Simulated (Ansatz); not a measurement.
# CH4BNOSi: the cost of one run

Method: RKS PBE0-D4/def2-SVP, in Ansatz 0.2.0.

## Step 1: The structure to begin with

Bond lengths: O1–Si2 1.667 Å, Si2–B3 1.926 Å, B3–C4 1.439 Å, B3–N5 1.458 Å, C4–N5 1.295 Å, O1–H6 1.052 Å, Si2–H7 1.492 Å, Si2–H8 1.426 Å, C4–H9 1.167 Å. Angles: O1–Si2–B3 109.8°, O1–Si2–H7 107.9°, O1–Si2–H8 111.0°, B3–Si2–H7 109.4°, B3–Si2–H8 109.2°, H7–Si2–H8 109.7°, Si2–O1–H6 105.7°, Si2–B3–C4 157.1°, Si2–B3–N5 149.7°, C4–B3–N5 53.1°, B3–C4–N5 64.2°, B3–C4–H9 143.9°, N5–C4–H9 151.9°, B3–N5–C4 62.7°.

Structure file:

```xyz
9

O    -0.3317    0.2422   -2.1422
Si    0.0948   -0.7949   -0.9090
B     0.4359    0.2101    0.6980
C     0.1312    0.8609    1.9445
N     1.3562    0.9669    1.5390
H    -1.2717    0.6307   -1.8746
H     1.3389   -1.5087   -1.3193
H    -0.9408   -1.7419   -0.6579
H    -0.7242    1.0884    2.7044
```

## Step 2: End point A

Contents of input.yaml:

```yaml
crystal:
  periodic: [false, false, false]
  atoms:
    - { symbol: O, position_ang: [-0.3317, 0.2422, -2.1422] }
    - { symbol: Si, position_ang: [0.0948, -0.7949, -0.909] }
    - { symbol: B, position_ang: [0.4359, 0.2101, 0.698] }
    - { symbol: C, position_ang: [0.1312, 0.8609, 1.9445] }
    - { symbol: "N", position_ang: [1.3562, 0.9669, 1.539] }
    - { symbol: H, position_ang: [-1.2717, 0.6307, -1.8746] }
    - { symbol: H, position_ang: [1.3389, -1.5087, -1.3193] }
    - { symbol: H, position_ang: [-0.9408, -1.7419, -0.6579] }
    - { symbol: H, position_ang: [-0.7242, 1.0884, 2.7044] }
basis:
  gaussian: { orbitals: def2-SVP }
hamiltonian:
  xc: pbe0
  dispersion: d4
relax:
  f_tol: 0.015
  max_steps: 40
```

Run with:

```console
ansatz run input.yaml --threads 2 --pin off --max-ram 3072MiB --backend cpu --events-out ev --progress --plain --runs-dir out
```

**Question.** How long does this run take on 2 threads of Intel Xeon Platinum 8488C (Sapphire Rapids), shared host, and how much memory does it need?

About 29 s, with a peak of 0.2 GiB.
